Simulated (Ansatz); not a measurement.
# C₇H₁₂O₂: vertical ionisation energy

Aim: the vertical ionisation energy of C₇H₁₂O₂, as cation minus neutral at the neutral's geometry, on several levels, and how well −ε(HOMO) stands in for it.

Computed with Ansatz 0.2.0, Gaussian basis. Level: unrestricted cation, the program's frozen cores in correlated methods.

Levels to be run: UKS PBE-D4/def2-TZVPP; UKS r2SCAN-D4/def2-TZVPP; UKS PBE0-D4/def2-TZVPP; UKS B3LYP-D4/def2-TZVPP; UKS wB97X-V/def2-TZVPP; UKS wB97M-V/def2-TZVPP; UKS B2PLYP/def2-TZVPP; UHF-CCSD(T)/def2-TZVPP; UHF-MP2/def2-QZVPP; extrapolation to the limit; then −ε(HOMO) from the neutral's earlier runs with LDA (SPW92), PBE-D4, revPBE-D4, BLYP-D4, r2SCAN-D4, B97M-V, PBE0-D4, B3LYP-D4, r2SCANh-D4, r2SCAN0-D4, HSE06-D4, BHLYP-D4, CAM-B3LYP-D4, LC-ωPBE, ωB97X-V, ωB97M-V.

## 1. Structure used throughout

The geometry comes from an earlier relaxation with PBE0-D4 in a triple-zeta def2 set; it is a stationary point, not always the lowest conformer.

SMILES `CC(=O)/C=C(\O)C(C)C`, 21 atoms, charge 0, spin multiplicity 1.

Atoms are counted from 1 here; the program's logs count them from 0.

Bond lengths: C1–C2 1.499 Å, C1–H10 1.090 Å, C1–H11 1.091 Å, C1–H12 1.093 Å, C2–O3 1.246 Å, C2–C4 1.428 Å, C4–C5 1.371 Å, C4–H13 1.080 Å, C5–O6 1.308 Å, C5–C7 1.497 Å, O6–H14 1.025 Å, C7–C8 1.527 Å, C7–C9 1.527 Å, C7–H15 1.094 Å, C8–H16 1.092 Å, C8–H17 1.092 Å, C8–H18 1.091 Å, C9–H19 1.092 Å and more. Angles: C2–C1–H10 112.6°, C2–C1–H11 109.3°, C2–C1–H12 108.7°, H10–C1–H11 110.0°, H10–C1–H12 108.9°, H11–C1–H12 107.2°, C1–C2–O3 118.7°, C1–C2–C4 119.8°, O3–C2–C4 121.4°, C2–C4–C5 119.5°, C2–C4–H13 120.6°, C5–C4–H13 119.9°, C4–C5–O6 121.1°, C4–C5–C7 123.6°, O6–C5–C7 115.2°, C5–O6–H14 104.7°, C5–C7–C8 110.3°, C5–C7–C9 110.3° and more.

## 2. Cation, UKS PBE-D4/def2-TZVPP

Input file in.yaml:

```yaml
crystal:
  periodic: [false, false, false]
  atoms:
    - {symbol: C, position_ang: [2.427814, 0.236416, -2.617825]}
    - {symbol: C, position_ang: [1.355171, 0.705197, -1.681059]}
    - {symbol: O, position_ang: [0.961162, 1.884166, -1.763397]}
    - {symbol: C, position_ang: [0.797031, -0.201234, -0.728845]}
    - {symbol: C, position_ang: [-0.196372, 0.229171, 0.112071]}
    - {symbol: O, position_ang: [-0.641735, 1.457756, 0.059424]}
    - {symbol: C, position_ang: [-0.846025, -0.641519, 1.141559]}
    - {symbol: C, position_ang: [-2.338402, -0.781050, 0.851055]}
    - {symbol: C, position_ang: [-0.603438, -0.079065, 2.540075]}
    - {symbol: H, position_ang: [2.816082, -0.745882, -2.350617]}
    - {symbol: H, position_ang: [3.238438, 0.966666, -2.632675]}
    - {symbol: H, position_ang: [2.014540, 0.190832, -3.629069]}
    - {symbol: H, position_ang: [1.150343, -1.220160, -0.666525]}
    - {symbol: H, position_ang: [-0.095248, 1.901057, -0.686059]}
    - {symbol: H, position_ang: [-0.376267, -1.626759, 1.068464]}
    - {symbol: H, position_ang: [-2.803942, -1.435922, 1.590765]}
    - {symbol: H, position_ang: [-2.513927, -1.205629, -0.139672]}
    - {symbol: H, position_ang: [-2.829505, 0.192579, 0.896563]}
    - {symbol: H, position_ang: [-1.058851, -0.730147, 3.289377]}
    - {symbol: H, position_ang: [0.463601, -0.000548, 2.758851]}
    - {symbol: H, position_ang: [-1.044772, 0.914677, 2.634442]}
basis:
  gaussian: {orbitals: def2-TZVPP}
total_charge: 1
magnetization: {spin_polarized: true, initial_magnetization: 1}
hamiltonian: {xc: pbe, dispersion: d4}
```

Launch:

```sh
$ ansatz run in.yaml --threads 4 --pin off --events-out ev --progress --plain --max-ram 41984MiB --backend cuda --devices 0, --max-vram 37GiB
```

The runs that follow: Cation, UKS r2SCAN-D4/def2-TZVPP; Cation, UKS PBE0-D4/def2-TZVPP; Cation, UKS B3LYP-D4/def2-TZVPP; Cation, UKS wB97X-V/def2-TZVPP; Cation, UKS wB97M-V/def2-TZVPP; Cation, UKS B2PLYP (frozen core)/def2-TZVPP; Cation, UHF-CCSD(T)/def2-TZVPP; Cation, UHF-MP2/def2-QZVPP.

Before running them: what should the planned runs give, taken together? Wanted: ionisation energy, CCSD(T)/CBS; nearest functional by difference; nearest −ε(HOMO); −ε(HOMO) of PBE; T1 of the cation.

The runs gave:

| quantity | value |
| --- | --- |
| ionisation energy, CCSD(T)/CBS | 9.11 eV |
| nearest functional by difference | B3LYP-D4 (-0.14 eV) |
| nearest −ε(HOMO) | ωB97M-V (+0.02 eV) |
| −ε(HOMO) of PBE | 5.88 eV |
| T1 of the cation | 0.024 |

**Reading.** By cation minus neutral, the functionals miss by 0.31 eV at most. −ε(HOMO) of PBE misses by 3.2 eV, since self-interaction lifts the level. Among orbital estimates ωB97M-V comes nearest. Hartree-Fock falls 1.43 eV short, as the neutral has more correlation energy than the cation.
